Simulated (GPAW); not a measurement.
# ScSi2 (P6/mmm) in GPAW: settings compared, part 2 of 2

GPAW 26.7.0. Earlier steps stand in the parts before.

### 5 Single point, r2SCAN+D4

The input, run.py:

```python
from ase import Atoms
from ase.calculators.mixing import SumCalculator
from ase.dft.bandgap import bandgap
from ase.io import write
from ase.units import GPa
from dftd4.ase import DFTD4
from gpaw import GPAW, PW

atoms = Atoms(['Sc', 'Si', 'Si'],
              cell=[[3.66, 0.0, 0.0],
                    [-1.83, 3.1696529779, 0.0],
                    [0.0, 0.0, 3.87]],
              scaled_positions=[[0.0, 0.0, 0.0],
                                [0.6666666667, 0.3333333333, 0.5],
                                [0.3333333333, 0.6666666667, 0.5]],
              pbc=True)

calc = GPAW(mode=PW(600),
            xc='MGGA_X_R2SCAN+MGGA_C_R2SCAN',
            kpts={'size': (8, 8, 7), 'gamma': True},
            occupations={'name': 'fermi-dirac', 'width': 0.1},
            nbands=21,
            convergence={'density': 1e-05, 'energy': 1e-05},
            maxiter=150,
            txt='gpaw.txt')
atoms.calc = SumCalculator([calc, DFTD4(method='r2scan')])
energy = atoms.get_potential_energy()
forces = atoms.get_forces()
stress = atoms.get_stress()
calc.write('gs.gpw')
write('result.traj', atoms)
print(f'Energy: {energy:.6f} eV')
print('Forces (eV/A):')
print(forces.round(4))
print('Stress (GPa):', (stress / GPa).round(3))
print('Fermi level:', round(calc.get_fermi_level(), 4), 'eV')
print(f'Gap: {bandgap(calc)[0]:.4f} eV, direct: {bandgap(calc, direct=True)[0]:.4f} eV')
```

Potentials or basis: GPAW PAW data sets (gpaw-data 1.2.1), pw.

Command:

```sh
> OMP_NUM_THREADS=1 python run.py
```

gpaw.txt:

```text
__  _  _
 | _ |_)|_||  |
 |__||  | ||/\| - 26.7.0

Input parameters:
  mode=PW(ecut=600.0),
  convergence={'density': 1e-05, 'energy': 1e-05},
  kpts=MonkhorstPack(size=(8, 8, 7), gamma=True),
  maxiter=150,
  nbands=21,
  occupations=Occupations(name='fermi-dirac', width=0.1),
  xc=XC(name='MGGA_X_R2SCAN+MGGA_C_R2SCAN')

Diagonalizing LCAO Hamiltonian
Converting LCAO to pw mode

        Si  Si

       Sc

Atoms  # Å, Bohr magnetons
|   | symbol |         x |        y |        z |    initial magnetic moments |
|---|--------|-----------|----------|----------|-----------------------------|
| 0 |     Sc |  0.000000 | 0.000000 | 0.000000 | ( 0.0000,  0.0000,  0.0000) |
| 1 |     Si |  1.830000 | 1.056551 | 1.935000 | ( 0.0000,  0.0000,  0.0000) |
| 2 |     Si | -0.000000 | 2.113102 | 1.935000 | ( 0.0000,  0.0000,  0.0000) |

Unit cell  # Å
| periodic |         x |        y |        z |  lengths |     angles |
|----------|-----------|----------|----------|----------|------------|
|      yes |  3.660000 | 0.000000 | 0.000000 | 3.660000 |  90.000000 |
|      yes | -1.830000 | 3.169653 | 0.000000 | 3.660000 |  90.000000 |
|      yes |  0.000000 | 0.000000 | 3.870000 | 3.870000 | 120.000000 |

Number of symmetries: 24
Symmetry operations  # r_c * U_cc + t_c -> r_c
|    | kind |            matrix            |
|----|------|------------------------------|
|  0 |  σ   |  1, 1, 0,  0,-1, 0,  0, 0, 1 |
|  1 |  C2  |  1, 1, 0,  0,-1, 0,  0, 0,-1 |
|  2 |  C6  |  1, 1, 0, -1, 0, 0,  0, 0, 1 |
|  3 |  S6  |  1, 1, 0, -1, 0, 0,  0, 0,-1 |
|  4 |  E   |  1, 0, 0,  0, 1, 0,  0, 0, 1 |
|  5 |  σ   |  1, 0, 0,  0, 1, 0,  0, 0,-1 |
|  6 |  σ   |  1, 0, 0, -1,-1, 0,  0, 0, 1 |
|  7 |  C2  |  1, 0, 0, -1,-1, 0,  0, 0,-1 |
|  8 |  σ   |  0, 1, 0,  1, 0, 0,  0, 0, 1 |
|  9 |  C2  |  0, 1, 0,  1, 0, 0,  0, 0,-1 |
| 10 |  C3  |  0, 1, 0, -1,-1, 0,  0, 0, 1 |
| 11 |  S3  |  0, 1, 0, -1,-1, 0,  0, 0,-1 |
| 12 |  C6  |  0,-1, 0,  1, 1, 0,  0, 0, 1 |
| 13 |  S6  |  0,-1, 0,  1, 1, 0,  0, 0,-1 |
| 14 |  σ   |  0,-1, 0, -1, 0, 0,  0, 0, 1 |
| 15 |  C2  |  0,-1, 0, -1, 0, 0,  0, 0,-1 |
| 16 |  σ   | -1, 0, 0,  1, 1, 0,  0, 0, 1 |
| 17 |  C2  | -1, 0, 0,  1, 1, 0,  0, 0,-1 |
| 18 |  C2  | -1, 0, 0,  0,-1, 0,  0, 0, 1 |
| 19 |  i   | -1, 0, 0,  0,-1, 0,  0, 0,-1 |
| 20 |  C3  | -1,-1, 0,  1, 0, 0,  0, 0, 1 |
| 21 |  S3  | -1,-1, 0,  1, 0, 0,  0, 0,-1 |
| 22 |  σ   | -1,-1, 0,  0, 1, 0,  0, 0, 1 |
| 23 |  C2  | -1,-1, 0,  0, 1, 0,  0, 0,-1 |

BZ-sampling:
  Number of BZ points: 448
  Number of IBZ points: 40

  Monkhorst-Pack size: [8, 8, 7]
  Monkhorst-Pack shift: [0.0625, 0.0625, 0.0]

K-points  # in reciprocal-cell coordinates
|     |                                coordinates |     weight |
|-----|--------------------------------------------|------------|
|   0 | (  0.00000000,   0.00000000,   0.00000000) | 0.00223214 |
|   1 | (  0.00000000,   0.00000000,   0.14285714) | 0.00446429 |
[... 80 lines left out ...]
    |    d |        |       0.000 |    1.058 |

    Using partial waves for Si as LCAO basis

Reference energy: -36561.571621  # eV

eigensolver:
  PPCG
  Converge bands: occupied
  niter=2

density mixing:
  MSR1-Mixer
  Pratt-step length: 0.05
  Maximum mixing coefficient: 0.75
  Old densities: 10
  SVD Regularization: 0.005
  Good broyden scale: 1.0
  Trust region scale: 1.0
  Backstep threshold: 4.0
  History deletion threshold: 6.0
  Fourier metric: weight=20.0, sigma=0.015

occupation numbers:
  Fermi-Dirac:
    width: 0.1000  # eV

poisson solver:
  ecut: 4800.0  # eV

xc functional:
  name: MGGA_X_R2SCAN+MGGA_C_R2SCAN with 2 nearest neighbor stencil

convergence criteria:
- Maximum integral of absolute [dens]ity change: 1e-05 electrons / valence electron
- Maximum [total energy] change in last 3 cyles: 1e-05 eV / valence electron
- Maximum integral of absolute [eigenst]ate change: 4e-08 eV^2 / valence electron
maximum number of iterations: 150

SCF iterations
|iter     | |      energy | eigst |  dens |
|---------|-|-------------|-------|-------|
|iter:   1| |  -30.476319 | +0.66 |       |
|iter:   2| |  -27.250920 | -0.96 | -1.19 |
|iter:   3| |  -30.035046 | -0.08 | -1.17 |
|iter:   4| |  -26.975406 | -0.59 | -0.74 |
|iter:   5| |  -27.060565 | -1.93 | -1.66 |
|iter:   6| |  -27.060731 | -3.04 | -2.31 |
|iter:   7| |  -27.060430 | -4.27 | -2.74 |
|iter:   8| |  -27.060443 | -4.98 | -3.28 |
|iter:   9| |  -27.060445c| -6.25 | -3.75 |
|iter:  10| |  -27.060445c| -7.20 | -4.23 |
|iter:  11| |  -27.060445c| -7.59c| -5.09c|

Converged in 11 steps
Energy contributions relative to reference atoms: (reference = -36561.571621)

Energy contributions:
  Kinetic:          31.517478
  Coulomb:         -21.774315
  Zero:              0.121609
  External:          0.000000
  Xc:              -36.901168
  Entropy:          -0.048098
  Spinorbit:         0.000000
  ----------------------------
  Free energy:     -27.084494
  Extrapolated:    -27.060445

dipole moment: (-4.892730, -8.474457, -10.346921)  # |e|*Ang

Fermi level: 10.000
Eigenvalues  # (at kpt = [0.000, 0.000, 0.000])
| band index |      eig [eV] | occ [0-2] |
|------------|---------------|-----------|
|          0 |       -41.862 |     2.000 |
|          1 |       -19.587 |     2.000 |
|          2 |       -19.510 |     2.000 |
|          3 |       -19.510 |     2.000 |
|          4 |        -4.720 |     2.000 |
|          5 |         6.027 |     2.000 |
[... 9 lines left out ...]
|         15 |        12.831 |     0.000 |
|         16 |        14.450 |     0.000 |
|        ... |               |           |
|         20 |        27.013 |     0.000 |

No gap
No difference between direct/indirect transitions

Forces  # eV/Ang
|       x |        y |       z |
|---------|----------|---------|
| 0.00000 | -0.00000 | 0.00000 |  # Sc   0
| 0.00000 |  0.00000 | 0.00000 |  # Si   1
| 0.00000 | -0.00000 | 0.00000 |  # Si   2

Stress tensor  # eV/Ang^3
|         x |         y |         z |
|-----------|-----------|-----------|
| -0.231547 |  0.000000 |  0.000000 |
|  0.000000 | -0.231547 |  0.000000 |
|  0.000000 |  0.000000 | -0.006467 |

# Writing to gs.gpw (mode='')
```

Wall time 91 s (1 thread of Arm Neoverse V1, shared host); peak memory 0.27 GiB.

Results:

```
Free energy                : -27.5418 eV
Pressure                   : 23.6 GPa
Band gap on the k mesh     : none (metal or under the smearing width)
Dispersion energy per atom : -0.152 eV
```

Caveat: so large a pressure means that the cell lies far from this level's equilibrium, or that cutoff or potentials fall short; the potentials were made for another functional, which shifts forces and pressure; pairwise dispersion overbinds metals, which lowers pressure and volume.

### 6 Overview

```tsv
task	level	potentials or basis	cell	smearing	optimizer	fmax	max steps	convergence	gap on the mesh (eV)	pressure (GPa)
single point	PBE	GPAW PAW data sets (gpaw-data 1.2.1), pw	as given	gaussian 0.02 eV	-	-	-	-	none	25.6
single point	PBE	GPAW PAW data sets (gpaw-data 1.2.1), pw	as given	gaussian 0.1 eV	-	-	-	-	none	25.5
relaxation of cell and atoms	PBEsol+D4	PAW data sets generated in the run's folder for this functional, pw	relaxed	gaussian 0.05 eV	BFGS	0.02 eV/Å	100	density=1e-05 forces=0.0001	none	0.0
single point	r2SCAN+D4	GPAW PAW data sets (gpaw-data 1.2.1), pw	as given	fermi-dirac 0.1 eV	-	-	-	-	none	23.6
```

Alike in all rows: no spin polarisation; k mesh 8 × 8 × 7; cutoff (eV) 600.

Caveats: so large a pressure means that the cell lies far from this level's equilibrium, or that cutoff or potentials fall short (some runs); pairwise dispersion overbinds metals, which lowers pressure and volume (some runs); later steps reuse the first step's grids (some runs); the potentials were made for another functional, which shifts forces and pressure (some runs).

Total energies depend on the potentials used, so only differences within one code and one set of settings carry meaning.
